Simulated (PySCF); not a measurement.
# A gas-phase reaction: ClGeH3O + HI → GeH3IO + ClH

Wanted: the reaction energy for `[OH][GeH2][Cl]` + `I` → `[OH][GeH2][I]` + `Cl`.

Computed with PySCF 2.14.0; each step states its level. No surroundings beyond the atoms listed, unless a continuum is named. Atoms count from 0, parts from 1.

## (1) Starting point

Each species was relaxed by itself at PBE0-D3(BJ)/def2-SVPD.

## (2) Reaction energy: wB97M-D3(BJ)/def2-TZVPD

Job settings and geometry (Å):

```
{"job": {"kind": "react", "xc": "wB97M-D3(BJ)", "basis": "def2-TZVPD"}, "charge": 0, "multiplicity": 1}
-1 ClGeH3O charge 0 multiplicity 1
O     -1.199570    -0.538550     0.380790
Ge     0.294060     0.123000    -0.309790
Cl     1.216640     1.449330     1.147780
H     -1.085840    -1.053220     1.185200
H     -0.154560     0.954950    -1.507140
H      1.323840    -0.979190    -0.584800

-1 HI charge 0 multiplicity 1
I      0.809570    -0.016560    -0.004460
H     -0.807420     0.016160     0.004250

+1 GeH3IO charge 0 multiplicity 1
O     -1.286580    -0.545580     0.388440
Ge     0.178070     0.065570    -0.413970
I      1.398940     1.618310     1.157700
H     -1.131280    -0.936340     1.253980
H     -0.329450     0.857640    -1.617600
H      1.145460    -1.080210    -0.743150

+1 ClH charge 0 multiplicity 1
Cl     0.644500    -0.015680    -0.003820
H     -0.643280     0.016770     0.004800
```

With the program's defaults for keys left out, this is: wB97M-D3(BJ)/def2-TZVPD reaction energy of separated species, gas phase.

On the command line:

```bash
$ OMP_NUM_THREADS=1 python cluster_run.py task.json out
```

The driver reads the jobs from task.json and runs them one after another.

The program printed:

```text
species 1 (ClGeH3O)
coarse grid: 26328 points
cycle   1  E = -2614.2893096397  dE = -4.845e-01  |g| = 9.444e-01  |ddm| = 1.896e+00
cycle   2  E = -2614.2501700881  dE =  3.914e-02  |g| = 1.142e+00  |ddm| = 1.131e+00
cycle   3  E = -2614.4244495338  dE = -1.743e-01  |g| = 7.626e-02  |ddm| = 5.827e-01
cycle   4  E = -2614.4254433054  dE = -9.938e-04  |g| = 4.096e-02  |ddm| = 7.497e-02
cycle   5  E = -2614.4256883485  dE = -2.450e-04  |g| = 5.981e-03  |ddm| = 2.347e-02
cycle   6  E = -2614.4256997418  dE = -1.139e-05  |g| = 2.595e-03  |ddm| = 9.110e-03
cycle   7  E = -2614.4257014547  dE = -1.713e-06  |g| = 4.676e-04  |ddm| = 2.920e-03
final grid: 52112 points
cycle   8  E = -2614.4256252582  dE = -2.099e-07  |g| = 2.126e-04  |ddm| = 1.745e-03
cycle   9  E = -2614.4256252869  dE = -2.867e-08  |g| = 1.368e-04  |ddm| = 4.000e-04
cycle  10  E = -2614.4256252923  dE = -5.426e-09  |g| = 6.043e-05  |ddm| = 1.447e-04
cycle  11  E = -2614.4256252944  dE = -2.042e-09  |g| = 2.757e-05  |ddm| = 1.110e-04
cycle  12  E = -2614.4256252946  dE = -2.087e-10  |g| = 4.448e-06  |ddm| = 3.354e-05
converged SCF energy = -2614.4256252946

species 2 (HI)
coarse grid: 10504 points
cycle   1  E = -297.0645418485  dE = -4.120e+01  |g| = 2.946e+00  |ddm| = 1.945e+01
cycle   2  E = -297.7150025045  dE = -6.505e-01  |g| = 2.315e+00  |ddm| = 6.590e+00
cycle   3  E = -298.3805517664  dE = -6.655e-01  |g| = 1.385e-01  |ddm| = 2.118e+00
cycle   4  E = -298.3824020691  dE = -1.850e-03  |g| = 1.059e-01  |ddm| = 1.440e-01
cycle   5  E = -298.3837841522  dE = -1.382e-03  |g| = 6.134e-03  |ddm| = 5.443e-02
cycle   6  E = -298.3838154102  dE = -3.126e-05  |g| = 2.382e-03  |ddm| = 1.566e-02
cycle   7  E = -298.3838185506  dE = -3.140e-06  |g| = 3.677e-04  |ddm| = 4.966e-03
final grid: 19416 points
cycle   8  E = -298.3838561119  dE = -1.279e-07  |g| = 2.032e-04  |ddm| = 7.834e-04
cycle   9  E = -298.3838561300  dE = -1.814e-08  |g| = 1.525e-04  |ddm| = 3.334e-04
cycle  10  E = -298.3838561343  dE = -4.219e-09  |g| = 3.551e-05  |ddm| = 9.013e-05
cycle  11  E = -298.3838561355  dE = -1.204e-09  |g| = 4.154e-06  |ddm| = 1.006e-04
cycle  12  E = -298.3838561355  dE = -5.002e-12  |g| = 2.703e-07  |ddm| = 4.848e-06
converged SCF energy = -298.3838561355

species 3 (GeH3IO)
coarse grid: 28040 points
cycle   1  E = -2450.2866750778  dE = -4.141e+01  |g| = 3.190e+00  |ddm| = 1.984e+01
cycle   2  E = -2450.1530775100  dE =  1.336e-01  |g| = 3.094e+00  |ddm| = 7.652e+00
cycle   3  E = -2451.8994473675  dE = -1.746e+00  |g| = 3.916e-01  |ddm| = 3.471e+00
cycle   4  E = -2451.9326968229  dE = -3.325e-02  |g| = 2.775e-01  |ddm| = 6.202e-01
cycle   5  E = -2451.9427627290  dE = -1.007e-02  |g| = 4.585e-02  |ddm| = 1.805e-01
cycle   6  E = -2451.9434676454  dE = -7.049e-04  |g| = 1.700e-02  |ddm| = 7.044e-02
cycle   7  E = -2451.9435605394  dE = -9.289e-05  |g| = 8.663e-03  |ddm| = 2.197e-02
cycle   8  E = -2451.9435913862  dE = -3.085e-05  |g| = 2.064e-03  |ddm| = 1.504e-02
cycle   9  E = -2451.9435940834  dE = -2.697e-06  |g| = 9.140e-04  |ddm| = 4.495e-03
final grid: 54408 points
cycle  10  E = -2451.9435711703  dE = -5.225e-07  |g| = 6.989e-04  |ddm| = 2.955e-03
cycle  11  E = -2451.9435712478  dE = -7.747e-08  |g| = 6.479e-04  |ddm| = 9.845e-04
cycle  12  E = -2451.9435713027  dE = -5.490e-08  |g| = 1.027e-04  |ddm| = 3.873e-04
cycle  13  E = -2451.9435713109  dE = -8.249e-09  |g| = 7.676e-05  |ddm| = 2.468e-04
cycle  14  E = -2451.9435713134  dE = -2.499e-09  |g| = 6.629e-06  |ddm| = 1.544e-04
cycle  15  E = -2451.9435713134  dE = -3.047e-11  |g| = 3.222e-06  |ddm| = 2.026e-05
converged SCF energy = -2451.9435713134

species 4 (ClH)
coarse grid: 8792 points
cycle   1  E = -460.8503333333  dE = -8.165e-02  |g| = 2.169e-01  |ddm| = 7.239e-01
cycle   2  E = -460.8625128605  dE = -1.218e-02  |g| = 1.397e-01  |ddm| = 2.651e-01
cycle   3  E = -460.8670522778  dE = -4.539e-03  |g| = 1.358e-02  |ddm| = 9.818e-02
cycle   4  E = -460.8670933617  dE = -4.108e-05  |g| = 3.364e-03  |ddm| = 9.545e-03
cycle   5  E = -460.8670996103  dE = -6.249e-06  |g| = 8.516e-04  |ddm| = 3.915e-03
final grid: 17120 points
cycle   6  E = -460.8670681807  dE = -3.713e-07  |g| = 3.675e-04  |ddm| = 8.880e-04
cycle   7  E = -460.8670682270  dE = -4.625e-08  |g| = 1.617e-04  |ddm| = 3.979e-04
cycle   8  E = -460.8670682335  dE = -6.571e-09  |g| = 4.219e-05  |ddm| = 1.294e-04
cycle   9  E = -460.8670682348  dE = -1.314e-09  |g| = 3.957e-06  |ddm| = 6.529e-05
cycle  10  E = -460.8670682348  dE = -3.752e-12  |g| = 8.159e-07  |ddm| = 3.304e-06
converged SCF energy = -460.8670682348

Reaction energy = -0.809 kcal/mol
```

It took 18 s on 1 thread of Arm Neoverse V2, shared host; peak memory 0.64 GiB.

Species by species (with the dispersion term, which the log's SCF energies lack):

```
 ν         species  energy (Eh)  HOMO (eV)
-1  [OH][GeH2][Cl]  -2614.43035     -11.21
-1               I   -298.38449     -10.19
+1   [OH][GeH2][I]  -2451.94851      -9.89
+1              Cl   -460.86761     -11.93
```

## (3) Energies of the species: PBE0-D3(BJ)/def2-TZVPD

The job, as its differences from that of step 2:

```diff
@@ -1,2 +1,2 @@
-{"job": {"kind": "react", "xc": "wB97M-D3(BJ)", "basis": "def2-TZVPD"}, "charge": 0, "multiplicity": 1}
+{"job": {"kind": "react", "xc": "PBE0", "basis": "def2-TZVPD", "disp": "d3bj"}, "charge": 0, "multiplicity": 1}
 -1 ClGeH3O charge 0 multiplicity 1
```

With the program's defaults for keys left out, this is: PBE0-D3(BJ)/def2-TZVPD reaction energy of separated species, gas phase.

The program printed:

```text
species 1 (ClGeH3O)
coarse grid: 26328 points
cycle   1  E = -2613.7049367270  dE = -4.038e-01  |g| = 1.012e+00  |ddm| = 1.901e+00
cycle   2  E = -2613.3810412462  dE =  3.239e-01  |g| = 1.690e+00  |ddm| = 1.477e+00
cycle   3  E = -2613.8409177848  dE = -4.599e-01  |g| = 2.186e-01  |ddm| = 1.009e+00
cycle   4  E = -2613.8490229327  dE = -8.105e-03  |g| = 5.787e-02  |ddm| = 1.609e-01
cycle   5  E = -2613.8494396686  dE = -4.167e-04  |g| = 9.796e-03  |ddm| = 3.512e-02
cycle   6  E = -2613.8494616106  dE = -2.194e-05  |g| = 3.332e-03  |ddm| = 9.513e-03
cycle   7  E = -2613.8494643247  dE = -2.714e-06  |g| = 4.182e-04  |ddm| = 2.327e-03
final grid: 52112 points
cycle   8  E = -2613.8494720046  dE = -4.000e-08  |g| = 4.473e-04  |ddm| = 1.492e-03
cycle   9  E = -2613.8494719624  dE =  4.227e-08  |g| = 6.629e-04  |ddm| = 6.181e-04
cycle  10  E = -2613.8494720435  dE = -8.113e-08  |g| = 9.246e-05  |ddm| = 3.755e-04
cycle  11  E = -2613.8494720450  dE = -1.496e-09  |g| = 1.073e-05  |ddm| = 5.623e-05
cycle  12  E = -2613.8494720450  dE = -3.092e-11  |g| = 3.580e-06  |ddm| = 1.030e-05
converged SCF energy = -2613.8494720450

species 2 (HI)
coarse grid: 10504 points
cycle   1  E = -296.6657321334  dE = -4.069e+01  |g| = 3.285e+00  |ddm| = 1.949e+01
cycle   2  E = -296.5079591565  dE =  1.578e-01  |g| = 3.386e+00  |ddm| = 7.995e+00
cycle   3  E = -298.2898880755  dE = -1.782e+00  |g| = 3.368e-01  |ddm| = 3.379e+00
cycle   4  E = -298.2974589931  dE = -7.571e-03  |g| = 3.394e-01  |ddm| = 5.727e-01
cycle   5  E = -298.3177534514  dE = -2.029e-02  |g| = 3.355e-02  |ddm| = 2.194e-01
cycle   6  E = -298.3181035388  dE = -3.501e-04  |g| = 3.315e-03  |ddm| = 5.779e-02
cycle   7  E = -298.3181073737  dE = -3.835e-06  |g| = 8.409e-04  |ddm| = 5.114e-03
final grid: 19416 points
cycle   8  E = -298.3181033807  dE =  1.919e-08  |g| = 1.141e-03  |ddm| = 1.955e-03
cycle   9  E = -298.3181032308  dE =  1.499e-07  |g| = 1.569e-03  |ddm| = 1.826e-03
cycle  10  E = -298.3181036422  dE = -4.114e-07  |g| = 7.601e-05  |ddm| = 9.492e-04
cycle  11  E = -298.3181036434  dE = -1.187e-09  |g| = 9.425e-06  |ddm| = 9.229e-05
cycle  12  E = -298.3181036434  dE = -2.603e-11  |g| = 1.131e-06  |ddm| = 1.140e-05
converged SCF energy = -298.3181036434

species 3 (GeH3IO)
coarse grid: 28040 points
cycle   1  E = -2449.3982848574  dE = -4.076e+01  |g| = 3.563e+00  |ddm| = 1.991e+01
cycle   2  E = -2444.6203771292  dE =  4.778e+00  |g| = 4.602e+00  |ddm| = 9.707e+00
cycle   3  E = -2450.8753467537  dE = -6.255e+00  |g| = 1.265e+00  |ddm| = 6.473e+00
cycle   4  E = -2451.4141679063  dE = -5.388e-01  |g| = 7.140e-01  |ddm| = 1.997e+00
cycle   5  E = -2451.4773467068  dE = -6.318e-02  |g| = 3.581e-01  |ddm| = 5.655e-01
cycle   6  E = -2451.5028203350  dE = -2.547e-02  |g| = 1.030e-01  |ddm| = 2.814e-01
cycle   7  E = -2451.5046662849  dE = -1.846e-03  |g| = 3.252e-02  |ddm| = 9.198e-02
cycle   8  E = -2451.5048037984  dE = -1.375e-04  |g| = 4.498e-03  |ddm| = 2.823e-02
cycle   9  E = -2451.5048078352  dE = -4.037e-06  |g| = 1.595e-03  |ddm| = 5.042e-03
final grid: 54408 points
cycle  10  E = -2451.5047987238  dE = -5.208e-08  |g| = 1.851e-03  |ddm| = 2.632e-03
cycle  11  E = -2451.5047984799  dE =  2.438e-07  |g| = 2.244e-03  |ddm| = 2.183e-03
cycle  12  E = -2451.5047991694  dE = -6.895e-07  |g| = 3.211e-04  |ddm| = 1.255e-03
cycle  13  E = -2451.5047991873  dE = -1.797e-08  |g| = 1.637e-05  |ddm| = 1.775e-04
cycle  14  E = -2451.5047991874  dE = -5.048e-11  |g| = 2.956e-06  |ddm| = 1.581e-05
converged SCF energy = -2451.5047991874

species 4 (ClH)
coarse grid: 2248 points
cycle   1  E = -460.6537830077  dE = -4.644e-02  |g| = 1.882e-01  |ddm| = 7.411e-01
cycle   2  E = -460.6558517438  dE = -2.069e-03  |g| = 1.902e-01  |ddm| = 3.151e-01
cycle   3  E = -460.6653806047  dE = -9.529e-03  |g| = 1.506e-02  |ddm| = 1.513e-01
cycle   4  E = -460.6654026619  dE = -2.206e-05  |g| = 2.693e-03  |ddm| = 7.323e-03
cycle   5  E = -460.6654042097  dE = -1.548e-06  |g| = 1.111e-03  |ddm| = 2.553e-03
final grid: 17120 points
cycle   6  E = -460.6658903003  dE = -4.428e-06  |g| = 2.164e-03  |ddm| = 7.328e-03
cycle   7  E = -460.6658903296  dE = -2.927e-08  |g| = 1.795e-03  |ddm| = 2.512e-03
cycle   8  E = -460.6658909480  dE = -6.183e-07  |g| = 1.533e-04  |ddm| = 1.363e-03
cycle   9  E = -460.6658909549  dE = -6.897e-09  |g| = 2.144e-05  |ddm| = 1.086e-04
cycle  10  E = -460.6658909550  dE = -9.908e-11  |g| = 4.935e-06  |ddm| = 1.679e-05
converged SCF energy = -460.6658909550

Reaction energy = -2.327 kcal/mol
```

Run time: 9.7 s. Hardware: 1 thread of Arm Neoverse V2, shared host; peak memory 0.6 GiB.

Reaction energy at this level: -2.33 kcal/mol.

## (4) Reaction energy: MP2/def2-TZVPD

The job, as its differences from that of step 3:

```diff
@@ -1,2 +1,2 @@
-{"job": {"kind": "react", "xc": "PBE0", "basis": "def2-TZVPD", "disp": "d3bj"}, "charge": 0, "multiplicity": 1}
+{"job": {"kind": "react", "xc": "MP2", "basis": "def2-TZVPD"}, "charge": 0, "multiplicity": 1}
 -1 ClGeH3O charge 0 multiplicity 1
```

Method: MP2/def2-TZVPD reaction energy of separated species, gas phase.

The program printed:

```text
species 1 (ClGeH3O)
final grid: 52112 points
cycle   1  E = -2611.5058136558  dE = -6.002e-01  |g| = 6.631e-01  |ddm| = 1.869e+00
cycle   2  E = -2611.5631648138  dE = -5.735e-02  |g| = 4.809e-01  |ddm| = 6.472e-01
cycle   3  E = -2611.5941502167  dE = -3.099e-02  |g| = 4.235e-02  |ddm| = 2.601e-01
cycle   4  E = -2611.5948108727  dE = -6.607e-04  |g| = 1.499e-02  |ddm| = 5.896e-02
cycle   5  E = -2611.5948855607  dE = -7.469e-05  |g| = 4.432e-03  |ddm| = 1.751e-02
cycle   6  E = -2611.5948934808  dE = -7.920e-06  |g| = 1.580e-03  |ddm| = 5.904e-03
cycle   7  E = -2611.5948946343  dE = -1.153e-06  |g| = 6.254e-04  |ddm| = 1.978e-03
cycle   8  E = -2611.5948948825  dE = -2.482e-07  |g| = 1.474e-04  |ddm| = 9.788e-04
cycle   9  E = -2611.5948949006  dE = -1.809e-08  |g| = 2.171e-05  |ddm| = 3.481e-04
cycle  10  E = -2611.5948949009  dE = -3.129e-10  |g| = 5.372e-06  |ddm| = 5.295e-05
converged SCF energy = -2611.5948949009

species 2 (HI)
final grid: 19416 points
cycle   1  E = -296.2771646286  dE = -4.223e+01  |g| = 2.692e+00  |ddm| = 1.972e+01
cycle   2  E = -297.0399284172  dE = -7.628e-01  |g| = 1.310e+00  |ddm| = 4.987e+00
cycle   3  E = -297.2401023579  dE = -2.002e-01  |g| = 1.088e-01  |ddm| = 1.259e+00
cycle   4  E = -297.2419136473  dE = -1.811e-03  |g| = 4.877e-02  |ddm| = 1.163e-01
cycle   5  E = -297.2422636129  dE = -3.500e-04  |g| = 8.987e-03  |ddm| = 3.065e-02
cycle   6  E = -297.2423252252  dE = -6.161e-05  |g| = 1.607e-03  |ddm| = 1.920e-02
cycle   7  E = -297.2423280788  dE = -2.854e-06  |g| = 1.808e-04  |ddm| = 4.776e-03
cycle   8  E = -297.2423281041  dE = -2.537e-08  |g| = 2.336e-05  |ddm| = 6.453e-04
cycle   9  E = -297.2423281043  dE = -1.830e-10  |g| = 2.070e-06  |ddm| = 6.125e-05
converged SCF energy = -297.2423281043

species 3 (GeH3IO)
final grid: 54408 points
cycle   1  E = -2447.5229060117  dE = -4.257e+01  |g| = 2.860e+00  |ddm| = 2.006e+01
cycle   2  E = -2448.3454962323  dE = -8.226e-01  |g| = 1.603e+00  |ddm| = 5.587e+00
cycle   3  E = -2448.7296314640  dE = -3.841e-01  |g| = 1.902e-01  |ddm| = 1.649e+00
cycle   4  E = -2448.7366868385  dE = -7.055e-03  |g| = 9.750e-02  |ddm| = 2.478e-01
cycle   5  E = -2448.7379673483  dE = -1.281e-03  |g| = 1.493e-02  |ddm| = 7.623e-02
cycle   6  E = -2448.7381511793  dE = -1.838e-04  |g| = 4.063e-03  |ddm| = 4.530e-02
cycle   7  E = -2448.7381641366  dE = -1.296e-05  |g| = 1.694e-03  |ddm| = 9.952e-03
cycle   8  E = -2448.7381663827  dE = -2.246e-06  |g| = 6.787e-04  |ddm| = 4.251e-03
cycle   9  E = -2448.7381666803  dE = -2.976e-07  |g| = 1.512e-04  |ddm| = 1.773e-03
cycle  10  E = -2448.7381666947  dE = -1.438e-08  |g| = 5.133e-05  |ddm| = 3.936e-04
cycle  11  E = -2448.7381666958  dE = -1.133e-09  |g| = 2.204e-05  |ddm| = 7.629e-05
cycle  12  E = -2448.7381666961  dE = -2.774e-10  |g| = 7.231e-06  |ddm| = 3.974e-05
converged SCF energy = -2448.7381666961

species 4 (ClH)
final grid: 17120 points
cycle   1  E = -460.0817350866  dE = -1.009e-01  |g| = 2.132e-01  |ddm| = 7.101e-01
cycle   2  E = -460.0969051403  dE = -1.517e-02  |g| = 8.401e-02  |ddm| = 2.053e-01
cycle   3  E = -460.0986385121  dE = -1.733e-03  |g| = 1.826e-02  |ddm| = 5.472e-02
cycle   4  E = -460.0988470783  dE = -2.086e-04  |g| = 6.315e-03  |ddm| = 1.638e-02
cycle   5  E = -460.0988770781  dE = -3.000e-05  |g| = 1.289e-03  |ddm| = 7.398e-03
cycle   6  E = -460.0988782941  dE = -1.216e-06  |g| = 2.807e-04  |ddm| = 1.659e-03
cycle   7  E = -460.0988783474  dE = -5.327e-08  |g| = 4.150e-05  |ddm| = 4.895e-04
cycle   8  E = -460.0988783481  dE = -7.317e-10  |g| = 7.806e-06  |ddm| = 6.177e-05
converged SCF energy = -460.0988783481

Reaction energy = -2.630 kcal/mol
```

Run time: 5.1 s. Hardware: 1 thread of Arm Neoverse V2, shared host; peak memory 0.49 GiB.

Reaction energy at this level: -2.63 kcal/mol.

## (5) Comparing the runs

Energies in kcal/mol, with wall time:

```
                    run  reaction   time
wB97M-D3(BJ)/def2-TZVPD     -0.81   18 s
 PBE0-D3(BJ)/def2-TZVPD     -2.33  9.7 s
         MP2/def2-TZVPD     -2.63  5.1 s
```

## (6) Outcome

| quantity | value |
| --- | --- |
| reaction energy (wB97M-D3(BJ)/def2-TZVPD) | -0.81 kcal/mol |
| ΔH, ΔG at 298 K (xTB thermal terms) | -0.6, -0.4 kcal/mol |
| range of the reaction energy over the runs of this table | -2.63 to -0.81 kcal/mol |

In words: The reaction is exothermic by 0.6 kcal/mol in the gas phase; dispersion gives -0.08, and xTB itself gave 1.09 for the electronic energy (xTB energies and thermal terms come from the earlier relaxation of each species, not shown). No barrier was sought. The reaction energy runs from -2.63 (MP2/def2-TZVPD) to -0.81 kcal/mol (wB97M-D3(BJ)/def2-TZVPD).
